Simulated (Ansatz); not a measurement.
This script for Ansatz 0.2.0 through its Python package starts 5 runs on Rb₃Na, space group Fm-3m. What input does the engine get in each?

`push.py`
```python
# -*- coding: utf-8 -*-
import warnings

import ansatz
import numpy as np

warnings.simplefilter('ignore', ansatz.DeckWarning)

rb3na = (
    ansatz.Lattice.of([0.0, 5.335818, 5.335818], [5.335818, 0.0, 5.335818], [5.335818, 5.335818, 0.0])
    .atom('Rb', [0.25, 0.25, 0.25])
    .atom('Rb', [0.75, 0.75, 0.75])
    .atom('Rb', [0.5, 0.5, 0.5])
    .atom('Na', [0.0, 0.0, 0.0])
)

inverse = np.linalg.inv(np.array(rb3na.lattice.vectors))
home = np.array(rb3na.sites[1].position)
values = np.linspace(-0.02, 0.02, 5)
energies, pulls = [], []
for shift in values:
    moved = rb3na.move(1, to=home + shift * inverse[0])
    calculation = (
        moved.calculation()
        .kpoints(4)
        .occupations('fermi_dirac')
        .functional('PBEsol')
        .forces()
    )
    rep = calculation.run().report
    energies.append(rep['free_energy_ev'])
    pulls.append(rep['forces_ev_ang'][1][0])

print('shift (A)   dE (eV)   force along x (eV/A)')
for shift, e, f in zip(values, energies, pulls):
    print(f'{shift:8.3f} {e - energies[2]:10.5f} {f:12.4f}')
print(f'stiffness from energies {2 * np.polyfit(values, energies, 2)[0]:.3f}, from forces {-np.polyfit(values, pulls, 1)[0]:.3f} eV/A^2')
```

Run 1:
```yaml
crystal:
  lattice:
    - [0.0, 5.335818, 5.335818]
    - [5.335818, 0.0, 5.335818]
    - [5.335818, 5.335818, 0.0]
  atoms:
    - { symbol: Rb, position: [0.25, 0.25, 0.25] }
    - { symbol: Rb, position: [0.7518741268911346, 0.7481258731088654, 0.7481258731088654] }
    - { symbol: Rb, position: [0.5, 0.5, 0.5] }
    - { symbol: Na, position: [0.0, 0.0, 0.0] }
kpoints:
  mp_grid:
    grid: [4, 4, 4]
hamiltonian:
  xc: pbesol
scf:
  occupations:
    method: fermi_dirac
output:
  forces: true
```

Run 2, against run 1:
```diff
-    - { symbol: Rb, position: [0.7518741268911346, 0.7481258731088654, 0.7481258731088654] }
+    - { symbol: Rb, position: [0.7509370634455673, 0.7490629365544327, 0.7490629365544327] }
```

Run 3, against run 1:
```diff
-    - { symbol: Rb, position: [0.7518741268911346, 0.7481258731088654, 0.7481258731088654] }
+    - { symbol: Rb, position: [0.75, 0.75, 0.75] }
```

Run 4, against run 1:
```diff
-    - { symbol: Rb, position: [0.7518741268911346, 0.7481258731088654, 0.7481258731088654] }
+    - { symbol: Rb, position: [0.7490629365544327, 0.7509370634455673, 0.7509370634455673] }
```

Run 5, against run 1:
```diff
-    - { symbol: Rb, position: [0.7518741268911346, 0.7481258731088654, 0.7481258731088654] }
+    - { symbol: Rb, position: [0.7481258731088654, 0.7518741268911346, 0.7518741268911346] }
```

```console
$ python push.py
shift (A)   dE (eV)   force along x (eV/A)
  -0.020    0.00009       0.0085
  -0.010    0.00002       0.0043
   0.000    0.00000       0.0000
   0.010    0.00002      -0.0043
   0.020    0.00009      -0.0085
stiffness from energies 0.426, from forces 0.426 eV/A^2
```

Reading the output:
- For a metal this k-point mesh is coarse: on a finer one energies can move by several to tens of meV an atom and pressures by half a GPa or more, differences at one mesh by less.
- In a metal a curvature from energy changes of a few meV or less hangs on mesh and smearing, in size and even in sign.
- This cell is a computed structure, which may not be the phase found in nature.
- All periodic images of the atom move with it, so the curvature is one diagonal element of the zone-centre force constants and no normal mode; a positive value doesn't exclude soft modes in which several atoms move.
- Wall time of the script: 27 s on 1 thread of Arm Neoverse V2, on a shared host, peak memory 0.53 GiB.
